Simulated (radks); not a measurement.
**Gd³⁰⁺ in [Ar] 3d10 4s2 4p3.5 4f0.5: an all-electron calculation**

Wanted: eigenvalues, radial structure and energy terms of the gadolinium ion Gd30+.

The numbers are computed with radks (a radial shooting solver on a logarithmic mesh, Libxc functionals) version 1 (Dirac Kohn-Sham, PBE, spin-unpolarised, spherical densities, finite nucleus; open shells are shared between the two j in proportion to 2j + 1), except any that are marked as measured or tabulated.

## (1) The system

| Property | Result |
| --- | --- |
| element | gadolinium (Z = 64) |
| charge | +30 |
| electrons | 34 |
| configuration | [Ar] 3d10 4s2 4p3.5 4f0.5 |
| nuclear rms radius | 5.1569 fm |

## (2) The run

The run's settings:

```text
Z 64
configuration [Ar] 3d10 4s2 4p3.5 4f0.5 5s0 4d0
relativity Dirac
functional pbe,pbe
spin unpolarised
j_filling average
nucleus finite rms 5.1569 fm
c 137.035999084
```

Started as:

```
python run_ks.py task.json out
```

All runs below come from this command, one after another.

Q: Predict the outcome of this run.

The runs gave:

```
                        quantity                    value
                    total energy      -10806.3391 hartree
exchange-correlation share of it                   1.93 %
                            −T/E                   1.0941
          highest occupied level        4f7/2, -899.83 eV
    most extended occupied level  4p3/2, <r> = 0.516 bohr
 radius at density 0.001 e/bohr³                1.24 bohr
    maxima of the radial density                        3
```

4 principal shells are occupied and 3 maxima appear in the radial density; where shells overlap, one shows as a shoulder or not at all. Relativity lifts −T/E to 1.094. This is not the tabulated ground configuration, so its levels and sizes aren't those of the ground state, and no measured value stands beside it.
